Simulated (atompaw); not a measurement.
# A PAW (atompaw) potential for Br, from input to tests

Aim: build the potential from the settings below, then test how well it stands in for the atom: scattering, ghost states and the plane-wave cutoff that it needs.

The numbers are computed with atompaw 4.2.0.5 (PBE, scalar-relativistic, spin-unpolarised reference atom).

## Step 1: The design

The settings as typed:

- element: bromine (Br, Z = 35)
- type: PAW
- frozen core: [Ar] 3d10
- valence charge: 7
- reference configuration: 4s2 4p4 (charge +1)
- partial waves: 4s (bound): rc 1.10 bohr; 4s channel at 1.55 Ry: rc 1.50 bohr; 4p (bound): rc 1.40 bohr; 4p channel at -0.7 Ry: rc 1.50 bohr; 4d channel at -0.05 Ry: rc 1.50 bohr
- local potential: vpsmatchnc scheme with l = 3 at 0 Ry, radius 1.35 bohr
- core correction: smooth core density matched at 0.90 bohr
- augmentation charge: sinc compensation charge, radius 1.35 bohr; PAW radius 1.50 bohr; waves and projectors: custom polynom2 7 10 vanderbiltortho

The nodes and maxima of the atom's own shells, from an earlier all-electron run, set the scale for the radii.

All-electron outer shells of the reference configuration (PBE, scalar-relativistic, ld1.x):

```tsv
shell	level (eV)	outermost node (bohr)	outermost maximum (bohr)
3d	-77.92	–	0.43
4s	-30.40	0.67	1.41
4p	-17.47	0.70	1.62
4d	-3.60	0.80	3.10
```

## Step 2: Generation

Br.input reads:

```
Br 35
GGA-PBE scalarrelativistic loggrid 1500 logderivrange -4 5 226
4 4 3 0 0 0
4 1 4
0 0 0
c
c
c
v
c
c
v
c
2
1.50 1.35 1.35 0.90
y
1.55
n
y
-0.7
n
y
-0.05
n
custom polynom2 7 10 vanderbiltortho sinc
3 0 vpsmatchnc
1.10
1.50
1.40
1.50
1.50
PWSCFOUT
UPFDX 0.0125d0 UPFXMIN -7.d0 UPFZMESH 35.d0
END
```

Command:

```
$ atompaw < Br.input > Br.log
```

Q: Predict the outcome of this session. Wanted: cutoffs for 10 and 1 mRy, occupied levels; bound ghosts; largest phase difference near zero energy, channels read; lowest eigenvalue of the overlap; share of valence orbitals outside the PAW sphere; UPF file.

As calculated:

| quantity | value |
| --- | --- |
| cutoffs for 10 and 1 mRy, occupied levels | 30 Ry and 260 Ry |
| bound ghosts | s at -2294.69 eV, p at -70.74 eV |
| largest phase difference near zero energy, channels read | 0.017 rad |
| lowest eigenvalue of the overlap (Bessel basis) | 0.002 (s) |
| share of valence orbitals outside the PAW sphere | 4s 55 %, 4p 72 % |
| UPF file | written |

In words: It has a bound ghost (s, p), a state that the atom doesn't have, and that rules the file out. The overlap operator is nearly singular (0.002). By its cutoff, 30 Ry for the looser tolerance, it is soft on the atom at that tolerance. The tighter tolerance needs 260 Ry, and converged work needs a cutoff nearer that. The slowest occupied level is 4s: taken alone it needs 230 Ry to come within 1 mRy, against 21 Ry for 4p. Near zero energy the phases of the channels with partial waves agree within 0.017 rad.
